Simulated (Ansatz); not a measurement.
**GeH7NSn: up Jacob's ladder to CCSD(T)**

How much do the methods differ for GeH7NSn? The plan is to run it at one geometry with functionals of several rungs and with coupled cluster, and see how far each lands from CCSD(T) at the basis-set limit for the atomisation energy.

Computed with Ansatz 0.2.0, Gaussian basis. Level: functionals in def2-TZVPP, the program's frozen cores in correlated methods.

The runs, in order: LDA (SPW92), PBE-D4, revPBE-D4, BLYP-D4, r2SCAN-D4, B97M-V, PBE0-D4, B3LYP-D4, r2SCANh-D4, r2SCAN0-D4, HSE06-D4, BHLYP-D4, CAM-B3LYP-D4, LC-ωPBE, ωB97X-V, ωB97M-V, B2PLYP, PBE-QIDH; CCSD(T)/def2-SVP; CCSD(T)/def2-TZVPP; MP2/def2-QZVPP; extrapolation to the limit; RPA on PBE.

## Step 1: The relaxed structure

All runs share one geometry, relaxed beforehand with PBE0-D4 in a triple-zeta def2 set. Sn takes the def2 core potential; no spin-orbit term is included.

SMILES `[NH2][GeH2][SnH3]`, 10 atoms, charge 0, spin multiplicity 1.

Atoms are counted from 1 here; the program's logs count them from 0.

Bond lengths: N1–Ge2 1.850 Å, N1–H4 1.011 Å, N1–H5 1.012 Å, Ge2–Sn3 2.598 Å, Ge2–H6 1.539 Å, Ge2–H7 1.551 Å, Sn3–H8 1.710 Å, Sn3–H9 1.706 Å, Sn3–H10 1.708 Å. Angles: Ge2–N1–H4 113.5°, Ge2–N1–H5 113.4°, H4–N1–H5 108.0°, N1–Ge2–Sn3 106.7°, N1–Ge2–H6 106.0°, N1–Ge2–H7 113.9°, Sn3–Ge2–H6 112.0°, Sn3–Ge2–H7 110.6°, H6–Ge2–H7 107.6°, Ge2–Sn3–H8 109.7°, Ge2–Sn3–H9 111.1°, Ge2–Sn3–H10 111.1°, H8–Sn3–H9 108.3°, H8–Sn3–H10 108.0°, H9–Sn3–H10 108.5°.

## Step 2: LDA

This LDA is Slater exchange with PW92 correlation.

The input, in.yaml:

```yaml
crystal:
  periodic: [false, false, false]
  atoms:
    - {symbol: N, position_ang: [-1.678685, 0.504306, -0.791100]}
    - {symbol: Ge, position_ang: [0.106729, 0.863048, -0.466675]}
    - {symbol: Sn, position_ang: [0.980109, -1.032853, 1.080316]}
    - {symbol: H, position_ang: [-1.833005, -0.374330, -1.267356]}
    - {symbol: H, position_ang: [-2.145887, 1.231705, -1.316654]}
    - {symbol: H, position_ang: [0.144151, 2.236906, 0.226932]}
    - {symbol: H, position_ang: [0.971248, 0.961855, -1.751048]}
    - {symbol: H, position_ang: [0.535095, -2.553294, 0.437719]}
    - {symbol: H, position_ang: [0.320141, -0.899506, 2.647602]}
    - {symbol: H, position_ang: [2.683204, -0.988934, 1.203365]}
basis:
  gaussian: {orbitals: def2-TZVPP}
hamiltonian: {xc: lda}
output: {orbitals: {seedname: orbitals}}
```

The run is started by

```sh
> ansatz run in.yaml --threads 4 --pin off --events-out ev --progress --plain --max-ram 10444MiB
```

Further steps of the session: PBE-D4 (GGA); revPBE-D4 (GGA); BLYP-D4 (GGA); r2SCAN-D4 (meta-GGA); B97M-V (meta-GGA); PBE0-D4 (hybrid); B3LYP-D4 (hybrid); r2SCANh-D4 (hybrid); r2SCAN0-D4 (hybrid); HSE06-D4 (hybrid); BHLYP-D4 (hybrid); CAM-B3LYP-D4 (range-separated); LC-ωPBE (range-separated); ωB97X-V (range-separated); ωB97M-V (range-separated); B2PLYP (double hybrid); PBE-QIDH (double hybrid); CCSD(T) in def2-SVP; CCSD(T) in def2-TZVPP; MP2 in def2-QZVPP; RPA on PBE orbitals.

Q: Predict the results of all the runs planned. Wanted: atomisation energy, CCSD(T)/CBS; farthest beyond LDA; mean size of error, GGA; mean size of error, meta-GGA; mean size of error, hybrid; mean size of error, range-separated; mean size of error, double hybrid; gap, smallest and largest; T1 diagnostic.

**Answer**, as computed:

```
                               quantity                                      value
        atomisation energy, CCSD(T)/CBS                              2689.0 kJ/mol
 functionals within 26.9 kJ/mol (1.0 %)              B97M-V, CAM-B3LYP-D4, ωB97X-V
                    farthest beyond LDA                   revPBE-D4 (-98.3 kJ/mol)
                mean size of error, GGA                                63.0 kJ/mol
           mean size of error, meta-GGA                                28.3 kJ/mol
             mean size of error, hybrid                                60.2 kJ/mol
    mean size of error, range-separated                                27.5 kJ/mol
      mean size of error, double hybrid                                70.9 kJ/mol
              gap, smallest and largest  4.87 eV (LDA (SPW92)), 11.75 eV (LC-ωPBE)
                          T1 diagnostic                                     0.0121
triples share of the correlation energy                                      3.1 %
```

LDA overbinds by 335.0 kJ/mol (12 %). PBE-D4 is off by -38.8 kJ/mol. Double hybrids carry the basis error of their MP2 part in triple zeta, and no dispersion term here, so their miss is partly the set-up's. Taken by rung, range-separated functionals do best (27.5 kJ/mol on average) and double hybrid ones worst beyond LDA (70.9 kJ/mol). GGA functionals lie within the reference's doubt of that worst mean (63.0 kJ/mol), so those two tie. The gap between the best rungs is small, so their order is not settled. Misses under about 26.9 kJ/mol are within the doubt on the reference itself, which lacks core-valence correlation, spin-orbit coupling and higher excitations, and its outer-core shells are covered unevenly. All levels share the lack of spin-orbit coupling, which lowers the free heavy atoms and so the true binding. Hartree-Fock recovers 68 % of the binding; the rest is correlation. CCSD(T) in def2-SVP is off by -227.1 kJ/mol, so the small basis spoils what the method gains. The gap grows from 4.9 to 11.8 eV across the functionals, mostly with the share of exact exchange. Correlated methods include outer-core shells of Ge, Sn, which these sets cover unevenly.
